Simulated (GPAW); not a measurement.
# Co (P6_3/mmc) in GPAW: band structure with PBE

Aim: the band structure of Co with PBE.

Everything below comes from runs of GPAW 26.7.0. Logs are shortened: lines on timing, memory, paths and dates and some standing lists are left out, and cuts for length are marked. The log counts tension as positive stress, the text compression.

## Step 1: The crystal as given

The structure is hexagonal, space group P6_3/mmc (No. 194). The conventional cell has a = 2.507 Å, b = 2.507 Å, c = 4.069 Å, α = 90.00°, β = 90.00°, γ = 120.00°. Around Co (site symmetry -6m2) lie 12 Co at 2.50 to 2.51 Å.

## Step 2: Band structure, PBE, collinear spin, ferromagnetic start

Input file run.py:

```python
from ase import Atoms
from ase.dft.bandgap import bandgap
from ase.io import write
from ase.units import GPa
from gpaw import GPAW, PW

atoms = Atoms(['Co', 'Co'],
              cell=[[2.507, 0.0, 0.0],
                    [-1.2535, 2.1711256873, 0.0],
                    [0.0, 0.0, 4.069]],
              scaled_positions=[[0.3333333333, 0.6666666667, 0.25],
                                [0.6666666667, 0.3333333333, 0.75]],
              pbc=True)
atoms.set_initial_magnetic_moments([2.0, 2.0])

calc = GPAW(mode=PW(600),
            xc='PBE',
            kpts={'size': (16, 16, 10), 'gamma': True},
            occupations={'name': 'fermi-dirac', 'width': 0.05},
            nbands=21,
            convergence={'density': 1e-05, 'energy': 1e-05},
            maxiter=150,
            txt='gpaw.txt')
atoms.calc = calc
energy = atoms.get_potential_energy()
forces = atoms.get_forces()
stress = atoms.get_stress()
calc.write('gs.gpw')
write('result.traj', atoms)
print(f'Energy: {energy:.6f} eV')
print('Forces (eV/A):')
print(forces.round(4))
print('Stress (GPa):', (stress / GPa).round(3))
print('Moments:', calc.get_magnetic_moments().round(3))
print('Fermi level:', round(calc.get_fermi_level(), 4), 'eV')
print(f'Gap: {bandgap(calc)[0]:.4f} eV, direct: {bandgap(calc, direct=True)[0]:.4f} eV')

path = atoms.cell.bandpath('GMKGALHA,LM,KH', npoints=80, eps=1e-4)
bs_calc = calc.fixed_density(kpts=path, symmetry='off', nbands=31,
                             convergence={'bands': 'CBM+6.0', 'eigenstates': 1e-6}, txt='bands.txt')
bs = bs_calc.band_structure()
bs.write('bs.json')
print(f'Gap on the path: {bandgap(bs_calc)[0]:.4f} eV')
```

Potentials or basis: GPAW PAW data sets (gpaw-data 1.2.1), pw.

The run is started by

```sh
$ OMP_NUM_THREADS=1 python run.py
```

gpaw.txt:

```text
__  _  _
 | _ |_)|_||  |
 |__||  | ||/\| - 26.7.0

Input parameters:
  mode=PW(ecut=600.0),
  convergence={'density': 1e-05, 'energy': 1e-05},
  kpts=MonkhorstPack(size=(16, 16, 10), gamma=True),
  maxiter=150,
  nbands=21,
  occupations=Occupations(name='fermi-dirac', width=0.05),
  xc=XC(name='PBE')

Diagonalizing LCAO Hamiltonian
Converting LCAO to pw mode

          Co

        Co

Atoms  # Å, Bohr magnetons
|   | symbol |         x |        y |        z |    initial magnetic moments |
|---|--------|-----------|----------|----------|-----------------------------|
| 0 |     Co | -0.000000 | 1.447417 | 1.017250 | ( 0.0000,  0.0000,  2.0000) |
| 1 |     Co |  1.253500 | 0.723709 | 3.051750 | ( 0.0000,  0.0000,  2.0000) |

Unit cell  # Å
| periodic |         x |        y |        z |  lengths |     angles |
|----------|-----------|----------|----------|----------|------------|
|      yes |  2.507000 | 0.000000 | 0.000000 | 2.507000 |  90.000000 |
|      yes | -1.253500 | 2.171126 | 0.000000 | 2.507000 |  90.000000 |
|      yes |  0.000000 | 0.000000 | 4.069000 | 4.069000 | 120.000000 |

Number of symmetries: 12
Symmetry operations  # r_c * U_cc + t_c -> r_c
|    | kind |            matrix            |
|----|------|------------------------------|
|  0 |  σ   |  1, 1, 0,  0,-1, 0,  0, 0, 1 |
|  1 |  S6  |  1, 1, 0, -1, 0, 0,  0, 0,-1 |
|  2 |  E   |  1, 0, 0,  0, 1, 0,  0, 0, 1 |
|  3 |  C2  |  1, 0, 0, -1,-1, 0,  0, 0,-1 |
|  4 |  C2  |  0, 1, 0,  1, 0, 0,  0, 0,-1 |
|  5 |  C3  |  0, 1, 0, -1,-1, 0,  0, 0, 1 |
|  6 |  S6  |  0,-1, 0,  1, 1, 0,  0, 0,-1 |
|  7 |  σ   |  0,-1, 0, -1, 0, 0,  0, 0, 1 |
|  8 |  σ   | -1, 0, 0,  1, 1, 0,  0, 0, 1 |
|  9 |  i   | -1, 0, 0,  0,-1, 0,  0, 0,-1 |
| 10 |  C3  | -1,-1, 0,  1, 0, 0,  0, 0, 1 |
| 11 |  C2  | -1,-1, 0,  0, 1, 0,  0, 0,-1 |

BZ-sampling:
  Number of BZ points: 2560
  Number of IBZ points: 264

  Monkhorst-Pack size: [16, 16, 10]
  Monkhorst-Pack shift: [0.03125, 0.03125, 0.05]

K-points  # in reciprocal-cell coordinates
|     |                                coordinates |     weight |
|-----|--------------------------------------------|------------|
|   0 | (  0.00000000,   0.00000000,   0.00000000) | 0.00039063 |
|   1 | (  0.00000000,   0.00000000,   0.10000000) | 0.00078125 |
|   2 | (  0.00000000,   0.00000000,   0.20000000) | 0.00078125 |
|   3 | (  0.00000000,   0.00000000,   0.30000000) | 0.00078125 |
|   4 | (  0.00000000,   0.00000000,   0.40000000) | 0.00078125 |
|   5 | (  0.00000000,   0.00000000,   0.50000000) | 0.00039063 |
|   6 | (  0.06250000,   0.00000000,  -0.40000000) | 0.00234375 |
|   7 | (  0.06250000,   0.00000000,  -0.30000000) | 0.00234375 |
|   8 | (  0.06250000,   0.00000000,  -0.20000000) | 0.00234375 |
|   9 | (  0.06250000,   0.00000000,  -0.10000000) | 0.00234375 |
| ... |                                            |            |
| 263 | (  0.50000000,   0.50000000,   0.50000000) | 0.00117188 |

Plane wave coefficients: 768
Cutoff: 600.0 eV

Spin-components: 2 (collinear spins)
Bands:           21
Projectors:      12
Spin-degeneracy: 1
Datatype:        complex128

Parallelization:
  kpt:    1
  domain: 1
  band:   1

Density:
  Valence electrons: 18.0
  Components: 2
  Grid points: [15 15 24]
  Charge: 0.0  # |e|

Potential:
  Grid points: [15 15 24]

species:
  Co:
    name:    Cobalt
    Z:       27.0
    valence: 9
    core:    18
    charge:  0.0  # [|e|]
    compensation charges:
      type: gauss
      rc: 0.32  # [Å]
      lmax: 2
    cutoffs:
      filter: 1.87  # [Å]
      core: 2.55  # [Å]
    projectors
    | kind |    occ | energy [eV] | rcut [Å] |
    |------|--------|-------------|----------|
    |   4s |  2.000 |      -5.469 |    1.005 |
    |   4p |  0.000 |      -1.277 |    1.058 |
    |   3d |  7.000 |      -8.205 |    1.005 |
    |    s |        |      21.742 |    1.005 |
    |    p |        |      25.934 |    1.058 |
    |    d |        |      19.007 |    1.005 |

    Using partial waves for Co as LCAO basis

Reference energy: -75805.419811  # eV

eigensolver:
  PPCG
  Converge bands: occupied
  niter=2

density mixing:
  MSR1-Mixer
  Pratt-step length: 0.05
  Maximum mixing coefficient: 0.75
  Old densities: 10
  SVD Regularization: 0.005
  Good broyden scale: 1.0
  Trust region scale: 1.0
  Backstep threshold: 4.0
  History deletion threshold: 6.0
  Fourier metric: weight=20.0, sigma=0.015

occupation numbers:
  Fermi-Dirac:
    width: 0.0500  # eV

poisson solver:
  ecut: 4800.0  # eV

xc functional:
  name: PBE with 2 nearest neighbor stencil

convergence criteria:
- Maximum integral of absolute [dens]ity change: 1e-05 electrons / valence electron
- Maximum [total energy] change in last 3 cyles: 1e-05 eV / valence electron
- Maximum integral of absolute [eigenst]ate change: 4e-08 eV^2 / valence electron
maximum number of iterations: 150

SCF iterations
|iter     | |      energy | eigst |  dens |  magmom |
|---------|-|-------------|-------|-------|---------|
|iter:   1| |  -16.457383 | +0.27 |       |  +4.0063|
|iter:   2| |  -16.454227 | -2.17 | -1.21 |  +3.9741|
|iter:   3| |  -16.494025 | -2.78 | -1.26 |  +3.7117|
|iter:   4| |  -16.525574 | -3.74 | -1.49 |  +3.5388|
|iter:   5| |  -16.549916 | -3.44 | -1.68 |  +3.2664|
|iter:   6| |  -16.551127 | -4.74 | -2.35 |  +3.2179|
|iter:   7| |  -16.551385 | -5.00 | -2.70 |  +3.1981|
|iter:   8| |  -16.551377 | -6.80 | -3.31 |  +3.2046|
|iter:   9| |  -16.551375c| -8.33c| -3.89 |  +3.2067|
|iter:  10| |  -16.551375c| -8.49c| -4.41 |  +3.2070|
|iter:  11| |  -16.551375c| -9.24c| -5.47c|  +3.2070|

Converged in 11 steps
Energy contributions relative to reference atoms: (reference = -75805.419811)

Energy contributions:
  Kinetic:          17.110370
  Coulomb:         -14.076417
  Zero:             -0.098087
  External:          0.000000
  Xc:              -19.479595
  Entropy:          -0.015290
  Spinorbit:         0.000000
  ----------------------------
  Free energy:     -16.559020
  Extrapolated:    -16.551375

dipole moment: (-0.000001, -0.000002, -0.000003)  # |e|*Ang

Total magnetic moment: (0.000000, 0.000000, 3.206981)

Local magnetic moments
|        x |        y |        z |
|----------|----------|----------|
| 0.000000 | 0.000000 | 1.683984 |  # Co   0
| 0.000000 | 0.000000 | 1.683984 |  # Co   1

Fermi level: 10.370
Eigenvalues  # (at kpt = [0.000, 0.000, 0.000])
| band index |      eig [eV] | occ [0-1] |      eig [eV] | occ [0-1] |
|------------|---------------|-----------|---------------|-----------|
|          0 |         1.438 |     1.000 |         1.409 |     1.000 |
|        ... |               |           |               |           |
|          3 |         7.799 |     1.000 |         9.437 |     1.000 |
|          4 |         7.799 |     1.000 |         9.437 |     1.000 |
|          5 |         8.100 |     1.000 |         9.792 |     1.000 |
|          6 |         8.100 |     1.000 |         9.792 |     1.000 |
|          7 |         8.447 |     1.000 |        10.032 |     0.999 |
|          8 |         8.447 |     1.000 |        10.230 |     0.943 |
[... 8 lines left out ...]
|         17 |        35.667 |     0.000 |        35.363 |     0.000 |
|         18 |        35.727 |     0.000 |        36.039 |     0.000 |
|        ... |               |           |               |           |
|         20 |        40.366 |     0.000 |        40.545 |     0.000 |

No gap
No difference between direct/indirect transitions

Forces  # eV/Ang
|        x |       y |        z |
|----------|---------|----------|
|  0.00000 | 0.00000 |  0.00006 |  # Co   0
| -0.00000 | 0.00000 | -0.00006 |  # Co   1

Stress tensor  # eV/Ang^3
|        x |        y |        z |
|----------|----------|----------|
| 0.026269 | 0.000000 | 0.000000 |
| 0.000000 | 0.026269 | 0.000000 |
| 0.000000 | 0.000000 | 0.032263 |

# Writing to gs.gpw (mode='')
```

Run time: 2.1 min. Hardware: 1 thread of Intel Xeon Platinum 8488C (Sapphire Rapids), shared host; peak memory 0.4 GiB.

Results:

```
Free energy             : -16.5590 eV
Pressure                : -4.5 GPa
Band gap along the path : none (metal or under the smearing width)
Net moment              : 3.21 μB per cell
Site moments            : Co +1.68 μB
```

Stress tensor (GPa, compression positive):
```
-4.21  0.00  0.00
 0.00 -4.21  0.00
 0.00  0.00 -5.17
```

Levels at the corners of the path, in eV from the Fermi level:
Spin up:
| point | band 7 | band 8 | band 9 | band 10 | band 11 | band 12 | band 13 |
| --- | --- | --- | --- | --- | --- | --- | --- |
| Γ | -2.27 | -1.92 | -1.92 | -0.86 | -0.86 | -0.24 | 6.08 |
| M | -2.19 | -0.71 | -0.64 | -0.57 | 1.21 | 3.17 | 9.42 |
| K | -1.93 | -0.95 | -0.95 | -0.86 | 4.36 | 5.13 | 5.13 |
| Γ | -2.27 | -1.92 | -1.92 | -0.86 | -0.86 | -0.24 | 6.08 |
| A | -2.64 | -2.64 | -1.16 | -1.16 | -1.16 | -1.16 | 14.61 |
| L | -1.09 | -1.09 | -0.62 | -0.62 | 1.47 | 1.47 | 7.03 |
| H | -1.90 | -1.90 | -0.80 | -0.80 | 5.54 | 5.54 | 7.13 |
| A | -2.64 | -2.64 | -1.16 | -1.16 | -1.16 | -1.16 | 14.61 |
| L | -1.09 | -1.09 | -0.62 | -0.62 | 1.47 | 1.47 | 7.03 |
| M | -2.19 | -0.71 | -0.64 | -0.57 | 1.21 | 3.17 | 9.42 |
| K | -1.93 | -0.95 | -0.95 | -0.86 | 4.36 | 5.13 | 5.13 |
| H | -1.90 | -1.90 | -0.80 | -0.80 | 5.54 | 5.54 | 7.13 |
Spin down:
```tsv
point	band 5	band 6	band 7	band 8	band 9	band 10	band 11	band 12
Γ	-0.93	-0.58	-0.58	-0.34	-0.14	-0.14	1.05	1.05
M	-1.07	-1.03	-0.63	1.18	1.30	1.34	2.47	4.16
K	-1.35	-1.35	-0.33	0.89	0.89	1.05	5.14	5.89
Γ	-0.93	-0.58	-0.58	-0.34	-0.14	-0.14	1.05	1.05
A	-0.99	-0.99	-0.99	-0.99	0.71	0.71	0.71	0.71
L	-0.04	-0.04	0.18	0.18	1.28	1.28	2.11	2.11
H	-1.75	-1.75	-0.18	-0.18	1.07	1.07	6.17	6.17
A	-0.99	-0.99	-0.99	-0.99	0.71	0.71	0.71	0.71
L	-0.04	-0.04	0.18	0.18	1.28	1.28	2.11	2.11
M	-1.07	-1.03	-0.63	1.18	1.30	1.34	2.47	4.16
K	-1.35	-1.35	-0.33	0.89	0.89	1.05	5.14	5.89
H	-1.75	-1.75	-0.18	-0.18	1.07	1.07	6.17	6.17
```
